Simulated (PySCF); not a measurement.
# [Nd(H2O)9]3+: other functionals and bases at one geometry

The task here is to estimate one member of a computed series from the others.

Computed with PySCF 2.14.0. Level: several levels, as the steps say, no spin–orbit coupling.

2 further runs of the same task are left out: 2 for a known fault of the program.

**The system as given**

28 atoms, charge 3, spin multiplicity 1.

Bond lengths: Nd1–O2 2.532 Å, Nd1–O5 2.532 Å, Nd1–O8 2.532 Å, Nd1–O11 2.532 Å, Nd1–O14 2.532 Å, Nd1–O17 2.532 Å, Nd1–O20 2.553 Å, Nd1–O23 2.553 Å, Nd1–O26 2.553 Å, O2–H3 0.980 Å, O2–H4 0.980 Å, O5–H6 0.980 Å, O5–H7 0.980 Å, O8–H9 0.980 Å, O8–H10 0.980 Å, O11–H12 0.980 Å, O11–H13 0.980 Å, O14–H15 0.980 Å and more. Angles: O2–Nd1–O5 75.1°, O2–Nd1–O8 75.1°, O2–Nd1–O11 90.6°, O2–Nd1–O14 138.9°, O2–Nd1–O17 138.7°, O2–Nd1–O20 69.5°, O2–Nd1–O23 134.7°, O2–Nd1–O26 69.3°, O5–Nd1–O8 75.1°, O5–Nd1–O11 138.7°, O5–Nd1–O14 90.6°, O5–Nd1–O17 138.9°, O5–Nd1–O20 69.3°, O5–Nd1–O23 69.5°, O5–Nd1–O26 134.7°, O8–Nd1–O11 138.9°, O8–Nd1–O14 138.7°, O8–Nd1–O17 90.6° and more.

Coordinates:

```
Nd    0.00000    0.00000    0.00000
O     1.78175   -0.00251    1.79932
H     1.84089   -0.52571    2.62633
H     2.53242    0.62650    1.84251
O    -0.88870    1.54430    1.79932
H    -0.46517    1.85711    2.62633
H    -1.80878    1.87989    1.84251
O    -0.89305   -1.54179    1.79932
H    -1.37572   -1.33140    2.62633
H    -0.72364   -2.50640    1.84251
O     1.78175    0.00249   -1.79932
H     2.53242   -0.62654   -1.84251
H     1.84090    0.52568   -2.62633
O    -0.89303    1.54180   -1.79932
H    -0.72361    2.50641   -1.84251
H    -1.37571    1.33142   -2.62633
O    -0.88872   -1.54429   -1.79932
H    -1.80881   -1.87987   -1.84251
H    -0.46519   -1.85711   -2.62633
O     1.27675    2.21136    0.00000
H     1.07359    3.01629    0.52126
H     2.07542    2.43787   -0.52126
O    -2.55347    0.00002    0.00000
H    -3.14898   -0.57839    0.52126
H    -3.14897    0.57843   -0.52126
O     1.27672   -2.21138    0.00000
H     2.07539   -2.43790    0.52126
H     1.07355   -3.01630   -0.52126
```

Formal oxidation states: Nd +3. Each metal's 3 4f electrons lie in its core potential, so multiplicities, spins and levels count the valence alone. An earlier session relaxed this geometry at PBE, Nd lcecp-1-SVP with ECP49, O def2-SVP, H def2-SVP (singlet, point group D3).

At PBE on the finer grid: E = -719.867580 Eh, HOMO -18.58 eV, LUMO -11.50 eV, Mulliken charge on Nd1 +0.58 e, largest force component 0.007 eV/Å. 

Levels to run: TPSS; TPSSh; wB97X; B3LYP; PBE, TZVP. Hardware: 4 threads of AMD EPYC 9R45 (Zen 5), shared host.

Set-up of the first run:

Input file run.py (the lines that set the calculation):

```python
mol = gto.M(atom='''
Nd     0.00000     0.00000     0.00000
O      1.78175    -0.00251     1.79932
H      1.84089    -0.52571     2.62633
H      2.53242     0.62650     1.84251
O     -0.88870     1.54430     1.79932
H     -0.46517     1.85711     2.62633
H     -1.80878     1.87989     1.84251
O     -0.89305    -1.54179     1.79932
H     -1.37572    -1.33140     2.62633
H     -0.72364    -2.50640     1.84251
O      1.78175     0.00249    -1.79932
H      2.53242    -0.62654    -1.84251
H      1.84090     0.52568    -2.62633
O     -0.89303     1.54180    -1.79932
H     -0.72361     2.50641    -1.84251
H     -1.37571     1.33142    -2.62633
O     -0.88872    -1.54429    -1.79932
H     -1.80881    -1.87987    -1.84251
H     -0.46519    -1.85711    -2.62633
O      1.27675     2.21136     0.00000
H      1.07359     3.01629     0.52126
H      2.07542     2.43787    -0.52126
O     -2.55347     0.00002     0.00000
H     -3.14898    -0.57839     0.52126
H     -3.14897     0.57843    -0.52126
O      1.27672    -2.21138     0.00000
H      2.07539    -2.43790     0.52126
H      1.07355    -3.01630    -0.52126''',
    basis={'Nd': 'lcecp-1-SVP', 'O': 'def2-SVP', 'H': 'def2-SVP'},
    ecp={'Nd': 'lcecp-1-SVP'},
    charge=3, spin=0)
mf = dft.RKS(mol, xc='TPSS')
mf.grids.atom_grid = (75, 302)  # f atoms: unpruned, at least (60, 302)
mf = mf.density_fit()  # fitting sets: Nd AutoAux, O def2-universal-JKFIT, H def2-universal-JKFIT
mf.conv_tol = 1e-08; mf.max_cycle = 55
mf.kernel(dm0)  # dm0: the density of the relaxed state
```

Started as:

```console
OMP_NUM_THREADS=4 python run.py
```

Steps of the session up to this table: TPSS; TPSSh; wB97X; B3LYP; PBE, TZVP.

One table of the session follows, with a row left open; its other results are not shown here.

```
             level  HOMO (eV)  gap (eV)  charge on Nd1 (e)  largest force component (eV/Å)
PBE (relaxed here)     -18.58      7.09               0.58                            0.01
              TPSS     -18.72      7.46               0.73                            0.05
             TPSSh     -19.47      8.54               0.85                            0.27
             wB97X     -23.11     14.51               0.83                            0.58
             B3LYP          ?         ?                  ?                               ?
         PBE, TZVP     -18.81      7.08               1.69                            0.34
```

Q: Estimate the row for B3LYP from the others.

The run gave: HOMO (eV): -20.18; gap (eV): 9.19; charge on Nd1 (e): 0.82; largest force component (eV/Å): 0.48. In the column «HOMO (eV)» it lies between wB97X (-23.11) and TPSSh (-19.47).

In one basis the HOMO–LUMO gap runs from 7.09 eV (PBE) to 14.51 eV (wB97X). The largest leftover force, 0.58 eV/Å with wB97X, stands at a geometry relaxed at another level. With 4f in the core, its levels are missing from HOMO and gap, and its count is fixed, so no charge can pass from the ligands into it. Total energies of different levels can't be compared.
